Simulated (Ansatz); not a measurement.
**CH7FSi2: small, medium and large basis sets**

Aim: see how fast density functionals converge with the basis set for CH7FSi2.

Computed with Ansatz 0.2.0, Gaussian basis. Level: one geometry, several basis sets.

The runs, in order: PBE0-D4/def2-SVP; ωB97M-V/def2-SVP; PBE0-D4/def2-QZVPP; ωB97M-V/def2-QZVPP; the functionals' def2-TZVPP values are taken from earlier runs.

## (1) The geometry

The geometry comes from an earlier relaxation with PBE0-D4 in a triple-zeta def2 set; it is a stationary point, not always the lowest conformer.

SMILES `C[SiH](F)[SiH3]`, 11 atoms, charge 0, spin multiplicity 1.

Atoms are counted from 1 here; the program's logs count them from 0.

Bond lengths: C1–Si2 1.860 Å, C1–H5 1.092 Å, C1–H6 1.094 Å, C1–H7 1.093 Å, Si2–F3 1.611 Å, Si2–Si4 2.346 Å, Si2–H8 1.489 Å, Si4–H9 1.488 Å, Si4–H10 1.487 Å, Si4–H11 1.490 Å. Angles: Si2–C1–H5 111.3°, Si2–C1–H6 110.0°, Si2–C1–H7 110.6°, H5–C1–H6 108.1°, H5–C1–H7 108.4°, H6–C1–H7 108.1°, C1–Si2–F3 108.7°, C1–Si2–Si4 112.5°, C1–Si2–H8 110.1°, F3–Si2–Si4 108.4°, F3–Si2–H8 106.8°, Si4–Si2–H8 110.2°, Si2–Si4–H9 110.7°, Si2–Si4–H10 111.3°, Si2–Si4–H11 108.9°, H9–Si4–H10 108.9°, H9–Si4–H11 108.4°, H10–Si4–H11 108.6°.

Geometry (Å):

```mol
CH7FSi2
  3D, bonds by distance, orders not assigned

 11 10  0  0  0  0  0  0  0  0999 V2000
   -0.8321    1.4487   -0.4347 C   0  0
    0.6337    0.3045   -0.4631 Si  0  0
    1.9024    1.0756    0.1613 F   0  0
    0.2686   -1.6504    0.7813 Si  0  0
   -1.0979    1.7287    0.5870 H   0  0
   -1.6980    0.9600   -0.8902 H   0  0
   -0.6203    2.3603   -0.9987 H   0  0
    0.9882   -0.0379   -1.8684 H   0  0
   -0.0629   -1.3200    2.1943 H   0  0
    1.4642   -2.5345    0.7611 H   0  0
   -0.8806   -2.3921    0.1908 H   0  0
  1  2  8  0
  2  3  8  0
  2  4  8  0
  1  5  8  0
  1  6  8  0
  1  7  8  0
  2  8  8  0
  4  9  8  0
  4 10  8  0
  4 11  8  0
M  END
```

## (2) PBE0-D4 in def2-SVP

in.yaml reads:

```yaml
crystal:
  periodic: [false, false, false]
  atoms:
    - {symbol: C, position_ang: [-0.832088, 1.448663, -0.434663]}
    - {symbol: Si, position_ang: [0.633698, 0.304544, -0.463141]}
    - {symbol: F, position_ang: [1.902417, 1.075643, 0.161306]}
    - {symbol: Si, position_ang: [0.268625, -1.650351, 0.781297]}
    - {symbol: H, position_ang: [-1.097925, 1.728651, 0.586994]}
    - {symbol: H, position_ang: [-1.697977, 0.959996, -0.890221]}
    - {symbol: H, position_ang: [-0.620321, 2.360299, -0.998720]}
    - {symbol: H, position_ang: [0.988229, -0.037897, -1.868436]}
    - {symbol: H, position_ang: [-0.062904, -1.319952, 2.194257]}
    - {symbol: H, position_ang: [1.464223, -2.534543, 0.761148]}
    - {symbol: H, position_ang: [-0.880577, -2.392054, 0.190779]}
basis:
  gaussian: {orbitals: def2-SVP}
hamiltonian: {xc: pbe0, dispersion: d4}
output: {orbitals: {seedname: orbitals}}
```

Launch:

```console
> ansatz run in.yaml --threads 4 --pin off --events-out ev --progress --plain --max-ram 10444MiB
```

Further steps of the session: ωB97M-V in def2-SVP; PBE0-D4 in def2-QZVPP; ωB97M-V in def2-QZVPP.

**Question.** What will the summary of the whole plan be? Wanted: PBE0-D4: double and triple zeta above quadruple; ωB97M-V: double and triple zeta above quadruple.

As calculated:

| quantity | value |
| --- | --- |
| PBE0-D4: double and triple zeta above quadruple | 11.13, 0.76 eV |
| ωB97M-V: double and triple zeta above quadruple | 11.30, 0.72 eV |

In words: PBE0-D4 gains 10.37 eV from double to triple zeta, then 0.76 eV more. Total energies overstate the basis error of differences, where much of it tends to cancel. The LUMO of ωB97M-V is positive and keeps falling with the basis (1.99 to 1.33 eV): an unbound level that the basis holds in place.
